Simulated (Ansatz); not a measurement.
**C₂H₅CdF: up Jacob's ladder to CCSD(T)**

How much do the methods differ for C₂H₅CdF? The plan is to run it at one geometry with functionals of several rungs and with coupled cluster. The yardstick is the atomisation energy at the CCSD(T) limit.

The runs use Ansatz 0.2.0, Gaussian basis; functionals in def2-TZVPP, the program's frozen cores in correlated methods.

Levels to be run: LDA (SPW92), PBE-D4, revPBE-D4, BLYP-D4, r2SCAN-D4, B97M-V, PBE0-D4, B3LYP-D4, r2SCANh-D4, r2SCAN0-D4, HSE06-D4, BHLYP-D4, CAM-B3LYP-D4, LC-ωPBE, ωB97X-V, ωB97M-V, B2PLYP, PBE-QIDH; CCSD(T)/def2-SVP; CCSD(T)/def2-TZVPP; MP2/def2-QZVPP; extrapolation to the limit; RPA on PBE.

**1. The geometry**

All runs share one geometry, relaxed beforehand with PBE0-D4 in a triple-zeta def2 set. Cd takes the def2 core potential; no spin-orbit term is included.

9 atoms, charge 0, spin multiplicity 1.

Atoms are counted from 1 here; the program's logs count them from 0.

Bond lengths: C1–C2 1.522 Å, C1–H5 1.092 Å, C1–H6 1.092 Å, C1–H7 1.095 Å, C2–Cd3 2.097 Å, C2–H8 1.092 Å, C2–H9 1.092 Å, Cd3–F4 1.950 Å. Angles: C2–C1–H5 112.2°, C2–C1–H6 112.2°, C2–C1–H7 110.8°, H5–C1–H6 107.3°, H5–C1–H7 107.1°, H6–C1–H7 107.1°, C1–C2–Cd3 114.8°, C1–C2–H8 111.1°, C1–C2–H9 111.1°, Cd3–C2–H8 106.4°, Cd3–C2–H9 106.4°, H8–C2–H9 106.7°, C2–Cd3–F4 179.9°.

Geometry (Å):

```xyz
9
C2H5CdF
C    -0.5143    1.0562   -0.1639
C     0.1340   -0.0549    0.6497
Cd    0.7445   -1.7206   -0.4676
F     1.3140   -3.2723   -1.5030
H     0.1602    1.4593   -0.9225
H    -1.4162    0.7179   -0.6788
H    -0.8070    1.8910    0.4823
H     1.0224    0.3080    1.1718
H    -0.5491   -0.4310    1.4149
```

**2. LDA**

This LDA is Slater exchange with PW92 correlation.

Input file in.yaml:

```yaml
crystal:
  periodic: [false, false, false]
  atoms:
    - {symbol: C, position_ang: [-0.514322, 1.056236, -0.163880]}
    - {symbol: C, position_ang: [0.134016, -0.054938, 0.649747]}
    - {symbol: Cd, position_ang: [0.744493, -1.720649, -0.467602]}
    - {symbol: F, position_ang: [1.314001, -3.272341, -1.503022]}
    - {symbol: H, position_ang: [0.160247, 1.459270, -0.922527]}
    - {symbol: H, position_ang: [-1.416227, 0.717921, -0.678795]}
    - {symbol: H, position_ang: [-0.806975, 1.890991, 0.482274]}
    - {symbol: H, position_ang: [1.022392, 0.307997, 1.171835]}
    - {symbol: H, position_ang: [-0.549127, -0.430987, 1.414870]}
basis:
  gaussian: {orbitals: def2-TZVPP}
hamiltonian: {xc: lda}
output: {orbitals: {seedname: orbitals}}
```

Run with:

```console
$ ansatz run in.yaml --threads 4 --pin off --events-out ev --progress --plain --max-ram 10444MiB
```

The runs that follow: PBE-D4 (GGA); revPBE-D4 (GGA); BLYP-D4 (GGA); r2SCAN-D4 (meta-GGA); B97M-V (meta-GGA); PBE0-D4 (hybrid); B3LYP-D4 (hybrid); r2SCANh-D4 (hybrid); r2SCAN0-D4 (hybrid); HSE06-D4 (hybrid); BHLYP-D4 (hybrid); CAM-B3LYP-D4 (range-separated); LC-ωPBE (range-separated); ωB97X-V (range-separated); ωB97M-V (range-separated); B2PLYP (double hybrid); PBE-QIDH (double hybrid); CCSD(T) in def2-SVP; CCSD(T) in def2-TZVPP; MP2 in def2-QZVPP; RPA on PBE orbitals.

**Question.** What will the summary of the whole plan be? Wanted: atomisation energy, CCSD(T)/CBS; farthest beyond LDA; mean size of error, GGA; mean size of error, meta-GGA; mean size of error, hybrid; mean size of error, range-separated; mean size of error, double hybrid; gap, smallest and largest; T1 diagnostic.

The runs gave:

| quantity | value |
| --- | --- |
| atomisation energy, CCSD(T)/CBS | 3023.4 kJ/mol |
| functionals within 15.1 kJ/mol (0.5 %) | B97M-V, PBE0-D4, r2SCANh-D4, HSE06-D4, CAM-B3LYP-D4, ωB97X-V, ωB97M-V |
| farthest beyond LDA | BHLYP-D4 (-99.8 kJ/mol) |
| mean size of error, GGA | 32.0 kJ/mol |
| mean size of error, meta-GGA | 14.1 kJ/mol |
| mean size of error, hybrid | 26.7 kJ/mol |
| mean size of error, range-separated | 16.9 kJ/mol |
| mean size of error, double hybrid | 27.8 kJ/mol |
| gap, smallest and largest | 5.04 eV (BLYP-D4), 11.64 eV (LC-ωPBE) |
| T1 diagnostic | 0.0141 |
| triples share of the correlation energy | 3.1 % |

In words: The LDA atomisation energy is off by 435.6 kJ/mol (14 %): it overbinds. PBE-D4 misses by +55.9 kJ/mol. Double hybrids carry the basis error of their MP2 part in triple zeta, and no dispersion term here, so their miss is partly the set-up's. Taken by rung, meta-GGA functionals do best (14.1 kJ/mol on average) and GGA ones worst beyond LDA (32.0 kJ/mol). The gap between the best rungs is small, so their order is not settled. The reference freezes the cores and leaves out spin-orbit coupling and excitations past (T), so misses under about 15.1 kJ/mol can't be ranked. All levels share the lack of spin-orbit coupling, which lowers the free heavy atoms and so the true binding. Hartree-Fock recovers 73 % of the binding; the rest is correlation. CCSD(T) in def2-SVP is off by -140.6 kJ/mol, worse than the median functional, from the basis alone. The gap grows from 5.0 to 11.6 eV across the functionals, mostly with the share of exact exchange. Correlated methods include outer-core shells of Cd, which these sets cover unevenly.
